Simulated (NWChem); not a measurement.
# triplet SiHCl3: levels of theory compared

We compute a comparison of 3 runs (U-r2SCAN/def2-SVPD, UPBE/def2-SVPD, USVWN5/def2-SVPD) of triplet SiHCl3. 

The results are computed with NWChem 7.3.0.

## (1) The structure to begin with

SiHCl3 has 5 atoms, charge 0, and is taken as a triplet. SMILES of the parent species: `Cl[SiH](Cl)Cl`. Geometry: relaxed at PBE0-D4/def2-TZVP. That shape belongs to the parent species and isn't relaxed for this state.

Bond lengths: Cl1–Si2 2.030 Å, Si2–Cl3 2.030 Å, Si2–Cl4 2.030 Å, Si2–H5 1.469 Å. Angles: Cl1–Si2–Cl3 109.5°, Cl1–Si2–Cl4 109.5°, Cl3–Si2–Cl4 109.5°, Cl1–Si2–H5 109.5°, Cl3–Si2–H5 109.4°, Cl4–Si2–H5 109.4°.

## (2) The energy at U-r2SCAN/def2-SVPD (run 1)

Contents of test.xyz:

```xyz
5
Cl3HSi
Cl     1.690930    -0.571430     0.891880
Si    -0.081300    -0.012690     0.075440
Cl     0.017700     1.933700    -0.491290
Cl    -0.476020    -1.170520    -1.544190
H     -1.151310    -0.179060     1.068150
```

Contents of run.py:

```python
from ase.io import read
from ase.calculators.nwchem import NWChem

system = read('test.xyz')

calc = NWChem(
    label='test',
    theory='dft',
    memory='2200 mb',
    basis='def2-SVPD',
    basispar='spherical bse',
    dft={'xc': 'r2scan', 'mult': '3', 'grid': 'fine', 'convergence': 'energy 1e-08', 'iterations': '100', 'mulliken': None},
    task='energy',
)
system.calc = calc

print("Total energy (eV):", round(system.get_potential_energy(), 6))
```

Launch:

```bash
$ export ASE_NWCHEM_COMMAND="nwchem PREFIX.nwi > PREFIX.nwo"
$ python run.py
```

What it wrote:

```text
Total energy (eV): -45442.027533
```

The calculator wrote test.nwi:

```
title "test"

permanent_dir test

scratch_dir test

start test

geometry units angstrom nocenter noautosym noautoz
  Cl 1.6909300000000000e+00 -5.7142999999999999e-01 8.9188000000000001e-01
  Si -8.1299999999999997e-02 -1.2690000000000000e-02 7.5439999999999993e-02
  Cl 1.7700000000000000e-02 1.9337000000000000e+00 -4.9129000000000000e-01
  Cl -4.7602000000000000e-01 -1.1705200000000000e+00 -1.5441900000000000e+00
  H  -1.1513100000000001e+00 -1.7906000000000000e-01 1.0681499999999999e+00
end

memory 2200 mb

basis spherical bse noprint
   * library def2-SVPD
end

dft
  xc r2scan
  mult 3
  grid fine
  convergence energy 1e-08
  iterations 100
  mulliken
end

task dft energy
```

test.nwo:

```text
Northwest Computational Chemistry Package (NWChem) 7.3.0
             --------------------------------------------------------

           Job information
           ---------------

    nwchem branch   = 7.3.0
    use scalapack   = T
    input           = test.nwi
    prefix          = test.
    data base       = test/test.db
    status          = startup
    nproc           =        1

           Memory information
           ------------------

[... 5 lines left out ...]
    hardfail = no
[... 38 lines left out ...]
            Nuclear Dipole moment (a.u.)
[... 77 lines left out ...]
          Convergence on density requested:  1.00D-05
[... 24 lines left out ...]
          Convergence aids based upon iterative change in
[... 29 lines left out ...]
 2-e energy   =     974.100944
[... 54 lines left out ...]
           Coulomb energy =     1078.583428201086
[... 817 lines left out ...]
                     DFT Final Beta Molecular Orbital Analysis
[... 921 lines left out ...]
     Multipole analysis of the density
     ---------------------------------

     L   x y z        total         alpha         beta         nuclear
     -   - - -        -----         -----         ----         -------
     0   0 0 0     -0.000000    -34.000000    -32.000000     66.000000

     1   1 0 0     -0.176621    -18.441113    -17.006979     35.271471
[... 8 lines of this table left out ...]
     2   0 0 2    -39.577668   -131.368501   -120.271024    212.061857

 Task  times  cpu:      226.8s     wall:      226.8s
 Total times  cpu:      226.8s     wall:      226.8s
```

It took 3.8 min on 1 thread of Intel Xeon 6975P-C (Granite Rapids), shared host; peak memory 0.12 GiB.

## (3) The energy at UPBE/def2-SVPD (run 2)

Contents of input.xyz:

```xyz
5
Cl3HSi PBE
Cl     1.690930    -0.571430     0.891880
Si    -0.081300    -0.012690     0.075440
Cl     0.017700     1.933700    -0.491290
Cl    -0.476020    -1.170520    -1.544190
H     -1.151310    -0.179060     1.068150
```

Contents of input.nw:

```
start input
title "Cl3HSi PBE"
memory total 2200 mb

geometry noautosym nocenter noautoz
   load input.xyz
end

basis spherical bse
   * library def2-SVPD
end

dft
   xc xpbe96 cpbe96
   mult 3
   grid fine
   convergence energy 1e-08
   maxiter 100
   mulliken
end

task dft energy
```

Launch:

```bash
$ nwchem input.nw > input.out
```

What it wrote:

```text
[...]
          Wavefunction type:  spin polarized.
          No. of atoms     :     5
          No. of electrons :    66
[...]
          Charge           :     0
          Spin multiplicity:     3
[...]
          AO basis - number of functions:   113
[...]
              XC Information
              --------------
          PerdewBurkeErnzerhof Exchange Functional  1.000
            Perdew 1991 LDA Correlation Functional  1.000 local
           PerdewBurkeErnz. Correlation Functional  1.000 non-local
[...]
 d= 0,ls=0.0,diis     1  -1669.2530216079 -2.01D+03  8.18D-02  2.19D-01     2.9
[...]
 d= 0,ls=0.5,diis    76  -1669.3717488877 -7.39D-09  9.41D-06  7.97D-09   198.2
[...]
         Total DFT energy =    -1669.371748894134
      One electron energy =    -2981.373604435135
           Coulomb energy =     1078.324868425519
    Exchange-Corr. energy =     -105.313885202836
 Nuclear repulsion energy =      338.990872318318
[...]
      Total Density - Mulliken Population Analysis
     ---------------------------------------------
    Atom       Charge   Shell Charges
 -----------   ------   -------------------------------------------------------
    1 Cl  17    17.35   2.00  1.98  1.33  0.62  0.04  5.92  2.14  2.96  0.25  0.03  0.07
    2 Si  14    13.15   2.00  1.98  1.26 -0.08 -0.06  5.92  1.18  0.68  0.37 -0.08
    3 Cl  17    17.35   2.00  1.98  1.33  0.62  0.04  5.92  2.14  2.96  0.25  0.03  0.07
    4 Cl  17    17.35   2.00  1.98  1.33  0.62  0.04  5.92  2.14  2.96  0.25  0.03  0.07
    5 H    1     0.80   0.75 -0.03  0.01  0.07
[...]
      <S2> =      2.0023 (Exact =     2.0000)
[...]
```

Run time: 3.4 min. Hardware: 1 thread of Intel Xeon 6975P-C (Granite Rapids), shared host; peak memory 0.12 GiB.

## (4) A single-point energy at USVWN5/def2-SVPD (run 3)

Contents of geom.xyz:

```xyz
5
Cl3HSi SVWN5
Cl     1.690930    -0.571430     0.891880
Si    -0.081300    -0.012690     0.075440
Cl     0.017700     1.933700    -0.491290
Cl    -0.476020    -1.170520    -1.544190
H     -1.151310    -0.179060     1.068150
```

Contents of geom.nw:

```
start geom
title "Cl3HSi SVWN5"
memory stack 880 mb heap 220 mb global 1100 mb

geometry noautosym nocenter noautoz
   load geom.xyz
end

basis "ao basis" spherical bse
   * library def2-SVPD
end

dft
   xc slater vwn_5
   mult 3
   grid fine
   convergence energy 1e-08
   maxiter 100
   mulliken
end

task dft energy
```

Launch:

```bash
$ nwchem geom.nw > geom.out
```

What it wrote:

```text
[...]
          Wavefunction type:  spin polarized.
          No. of atoms     :     5
          No. of electrons :    66
[...]
          Charge           :     0
          Spin multiplicity:     3
[...]
          AO basis - number of functions:   113
[...]
              XC Information
              --------------
                        Slater Exchange Functional  1.000 local
                      VWN V Correlation Functional  1.000 local
[...]
 d= 0,ls=0.0,diis     1  -1664.3564571989 -2.00D+03  8.10D-02  3.16D-01     1.9
[...]
 d= 0,ls=0.5,diis    75  -1664.4834209707 -9.48D-09  8.97D-06  1.14D-08   112.6
[...]
         Total DFT energy =    -1664.483420978673
      One electron energy =    -2981.033918435395
           Coulomb energy =     1077.924658827908
    Exchange-Corr. energy =     -100.365033689504
 Nuclear repulsion energy =      338.990872318318
[...]
      Total Density - Mulliken Population Analysis
     ---------------------------------------------
    Atom       Charge   Shell Charges
 -----------   ------   -------------------------------------------------------
    1 Cl  17    17.29   2.00  1.98  1.34  0.59  0.07  5.92  2.15  2.92  0.23  0.03  0.07
    2 Si  14    13.36   2.00  1.98  1.29 -0.02 -0.11  5.91  1.20  0.77  0.37 -0.02
    3 Cl  17    17.29   2.00  1.98  1.34  0.59  0.07  5.92  2.15  2.92  0.23  0.03  0.07
    4 Cl  17    17.29   2.00  1.98  1.34  0.59  0.07  5.92  2.15  2.92  0.23  0.03  0.07
    5 H    1     0.76   0.71 -0.01  0.01  0.05
[...]
      <S2> =      2.0012 (Exact =     2.0000)
[...]
```

Run time: 1.9 min. Hardware: 1 thread of Intel Xeon 6975P-C (Granite Rapids), shared host; peak memory 0.12 GiB.

## (5) Overview of the runs

```
run               level   energy (Eh)  dipole moment (D)  HOMO energy (eV)   ⟨S²⟩  wall time
  1  U-r2SCAN/def2-SVPD  -1669.963724               0.62             -1.53  2.006    3.8 min
  2      UPBE/def2-SVPD  -1669.371749               0.52             -1.61  2.002    3.4 min
  3    USVWN5/def2-SVPD  -1664.483421               0.43             -1.68  2.001    1.9 min
```

## (6) Summary of results

```
                                 quantity           value
                      run 3: total energy  -1664.48342 Eh
                     run 3: dipole moment          0.43 D
run 3: HOMO energy (highest over α and β)        -1.68 eV
                              run 3: ⟨S²⟩           2.001
```

In words: The dipole moment (its size) runs from 0.43 D (USVWN5/def2-SVPD) to 0.62 D (U-r2SCAN/def2-SVPD). Totals of different functionals can't be ranked against each other. All runs together took 9.1 min, the longest 3.8 min.
